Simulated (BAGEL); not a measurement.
# UHF/cc-pVDZ (density fitting with qzvpp-jkfit) run of Si2H5O2 (SMILES O[SiH]O[SiH3])

What is the vertical ionisation energy of Si2H5O2 at UHF/cc-pVDZ (density fitting with qzvpp-jkfit)? 

Program for the calculation: BAGEL 1.2.2.

1 further run of the same task is left out (set aside as unsound or not needed).

## Step 1: Starting point

The species is Si2H5O2 (9 atoms), meant as a doublet with charge 0. As SMILES, `O[SiH]O[SiH3]`. Geometry: relaxed at PBE0-D4/def2-TZVP. This is one conformer, not always the lowest.

Bond lengths: O1–Si2 1.642 Å, Si2–O3 1.636 Å, O3–Si4 1.637 Å, O1–H5 0.959 Å, Si2–H6 1.492 Å, Si4–H7 1.485 Å, Si4–H8 1.486 Å, Si4–H9 1.483 Å. Some angles: O1–Si2–O3 110.4°, Si2–O3–Si4 149.1°, O1–Si2–H6 104.3°, O3–Si2–H6 109.5°, Si2–O1–H5 118.3°, O3–Si4–H7 109.9°, O3–Si4–H8 110.2°, O3–Si4–H9 108.4°, H7–Si4–H8 109.2°, H7–Si4–H9 109.6°.

## Step 2: The energy at UHF/cc-pVDZ (density fitting with qzvpp-jkfit)

The input, hf.json:

```json
{ "bagel": [

{
  "title": "molecule",
  "basis": "cc-pvdz.json",
  "df_basis": "qzvpp-jkfit",
  "angstrom": true,
  "geometry": [
    { "atom": "O", "xyz": [      -1.761000,       0.464300,       1.903600 ] },
    { "atom": "Si", "xyz": [      -0.180800,       0.351800,       1.472100 ] },
    { "atom": "O", "xyz": [      -0.044600,       0.115000,      -0.140500 ] },
    { "atom": "Si", "xyz": [       0.814200,      -0.464100,      -1.407900 ] },
    { "atom": "H", "xyz": [      -2.338000,      -0.276900,       1.711800 ] },
    { "atom": "H", "xyz": [       0.394700,       1.681200,       1.830200 ] },
    { "atom": "H", "xyz": [       1.762700,       0.571300,      -1.890200 ] },
    { "atom": "H", "xyz": [       1.575000,      -1.674900,      -1.002700 ] },
    { "atom": "H", "xyz": [      -0.133700,      -0.814100,      -2.493700 ] }
  ]
},

{
  "title": "uhf",
  "nopen": 1
},

{
  "title": "print",
  "file": "orbitals.molden",
  "orbitals": true
}

]}
```

The basis set cc-pVDZ is read from a file made from the Basis Set Exchange's data (not shown).

On the command line:

```bash
$ BAGEL_NUM_THREADS=1 BAGEL hf.json > hf.out
```

Log:

```text
* using 1 threads per process

  ===============================================================
  ===============================================================

  *** Geometry ***

  { "atom" : "O", "xyz" : [     -3.327808,      0.877400,      3.597283 ] },
  { "atom" : "Si", "xyz" : [     -0.341662,      0.664806,      2.781866 ] },
  { "atom" : "O", "xyz" : [     -0.084282,      0.217319,     -0.265507 ] },
  { "atom" : "Si", "xyz" : [      1.538615,     -0.877022,     -2.660545 ] },
  { "atom" : "H", "xyz" : [     -4.418180,     -0.523265,      3.234833 ] },
  { "atom" : "H", "xyz" : [      0.745875,      3.177008,      3.458577 ] },
  { "atom" : "H", "xyz" : [      3.331020,      1.079601,     -3.571960 ] },
  { "atom" : "H", "xyz" : [      2.976319,     -3.165102,     -1.894828 ] },
  { "atom" : "H", "xyz" : [     -0.252656,     -1.538426,     -4.712410 ] },

  Number of auxiliary basis functions:      500

  Since a DF basis is specified, we compute 2- and 3-index integrals:
    o Being stored without compression. Storage requirement is 0.032 GB

  Number of basis functions:       89
  Number of electrons      :       49

    * METHOD: MOLECULE                             0.27

  *** Open-shell HF ***

  === Nuclear Repulsion ===
   218.5147282935

      * DIIS with orbital gradients will be used.

  === UHF iteration (cc-pvdz.json) ===
      0       -730.22599999          0.03562033           0.16
      1       -730.42415806          0.02799224           0.15
      2       -730.50973050          0.01733742           0.17
      3       -730.57788881          0.00136519           0.18
      4       -730.57883542          0.00048136           0.14
      5       -730.57895828          0.00020715           0.17
      6       -730.57900994          0.00006682           0.16
      7       -730.57902205          0.00001948           0.15
      8       -730.57902392          0.00000652           0.14
      9       -730.57902423          0.00000250           0.14
     10       -730.57902428          0.00000106           0.15
     11       -730.57902428          0.00000060           0.14
     12       -730.57902428          0.00000021           0.14
     13       -730.57902428          0.00000009           0.14
     14       -730.57902428          0.00000004           0.13
     15       -730.57902428          0.00000002           0.14
     16       -730.57902428          0.00000001           0.13
    * SCF iteration converged.

    * S^2 (UHF) is 0.7540

    * Permanent dipole moment:
           (   -0.077584,     0.667146,     0.146866) a.u.

    * METHOD: UHF                                  2.71

    * METHOD: PRINT                                0.03

  ===============================================================
```

It took 3.3 s on 1 thread of AMD EPYC 7B13 (Zen 3), shared host; peak memory 0.13 GiB.

## Step 3: The singlet cation

The input, input.json:

```json
{ "bagel" : [

{
  "title" : "molecule",
  "basis" : "cc-pvdz.json",
  "df_basis" : "qzvpp-jkfit",
  "angstrom" : true,
  "geometry" : [
    { "atom" : "O", "xyz" : [      -1.761000,       0.464300,       1.903600 ] },
    { "atom" : "Si", "xyz" : [      -0.180800,       0.351800,       1.472100 ] },
    { "atom" : "O", "xyz" : [      -0.044600,       0.115000,      -0.140500 ] },
    { "atom" : "Si", "xyz" : [       0.814200,      -0.464100,      -1.407900 ] },
    { "atom" : "H", "xyz" : [      -2.338000,      -0.276900,       1.711800 ] },
    { "atom" : "H", "xyz" : [       0.394700,       1.681200,       1.830200 ] },
    { "atom" : "H", "xyz" : [       1.762700,       0.571300,      -1.890200 ] },
    { "atom" : "H", "xyz" : [       1.575000,      -1.674900,      -1.002700 ] },
    { "atom" : "H", "xyz" : [      -0.133700,      -0.814100,      -2.493700 ] }
  ]
},

{ "title" : "hf", "charge" : 1 },

{ "title" : "print", "file" : "orbitals.molden", "orbitals" : true }

]}
```

The basis set cc-pVDZ is read from a file made from the Basis Set Exchange's data (not shown).

On the command line:

```bash
$ BAGEL_NUM_THREADS=1 BAGEL input.json > input.out
```

Log:

```text
* using 1 threads per process

  ===============================================================
  ===============================================================

  *** Geometry ***

  { "atom" : "O", "xyz" : [     -3.327808,      0.877400,      3.597283 ] },
  { "atom" : "Si", "xyz" : [     -0.341662,      0.664806,      2.781866 ] },
  { "atom" : "O", "xyz" : [     -0.084282,      0.217319,     -0.265507 ] },
  { "atom" : "Si", "xyz" : [      1.538615,     -0.877022,     -2.660545 ] },
  { "atom" : "H", "xyz" : [     -4.418180,     -0.523265,      3.234833 ] },
  { "atom" : "H", "xyz" : [      0.745875,      3.177008,      3.458577 ] },
  { "atom" : "H", "xyz" : [      3.331020,      1.079601,     -3.571960 ] },
  { "atom" : "H", "xyz" : [      2.976319,     -3.165102,     -1.894828 ] },
  { "atom" : "H", "xyz" : [     -0.252656,     -1.538426,     -4.712410 ] },

  Number of auxiliary basis functions:      500

  Since a DF basis is specified, we compute 2- and 3-index integrals:
    o Being stored without compression. Storage requirement is 0.032 GB

  Number of basis functions:       89
  Number of electrons      :       49

    * METHOD: MOLECULE                             0.27

  *** RHF ***

  === Nuclear Repulsion ===
   218.5147282935

      * DIIS with orbital gradients will be used.

  === RHF iteration (cc-pvdz.json) ===
      0       -729.96713611          0.01790408           0.08
      1       -730.12396097          0.01523928           0.07
      2       -730.28355054          0.00135877           0.07
      3       -730.28567352          0.00036107           0.08
      4       -730.28580137          0.00017672           0.07
      5       -730.28583648          0.00005350           0.07
      6       -730.28584227          0.00001998           0.07
      7       -730.28584317          0.00000559           0.08
      8       -730.28584324          0.00000216           0.07
      9       -730.28584325          0.00000117           0.07
     10       -730.28584325          0.00000036           0.07
     11       -730.28584325          0.00000021           0.07
     12       -730.28584325          0.00000007           0.07
     13       -730.28584325          0.00000002           0.07
     14       -730.28584325          0.00000001           0.07
    * SCF iteration converged.

    * Permanent dipole moment:
           (   -0.217406,     0.521073,    -1.789702) a.u.

    * METHOD: HF                                   1.25

    * METHOD: PRINT                                0.03

  ===============================================================
```

Run time: 1.8 s. Hardware: 1 thread of AMD EPYC 7B13 (Zen 3), shared host; peak memory 0.13 GiB.

## Step 4: What came out

Level: UHF/cc-pVDZ (density fitting with qzvpp-jkfit).

```
                                          quantity          value
                     doublet Si2H5O2: total energy  -730.57902 Eh
                    doublet Si2H5O2: dipole moment         1.75 D
                             doublet Si2H5O2: ⟨S²⟩          0.754
                      singlet cation: total energy  -730.28584 Eh
                       singlet cation: HOMO energy      -16.83 eV
                       singlet cation: LUMO energy       -6.97 eV
                     singlet cation: HOMO–LUMO gap        9.86 eV
vertical ionisation energy (to the singlet cation)       7.978 eV
```

In words: The vertical ionisation energy comes to 7.98 eV (770 kJ/mol). Only the singlet of the ionised species was computed; a triplet could lie lower.
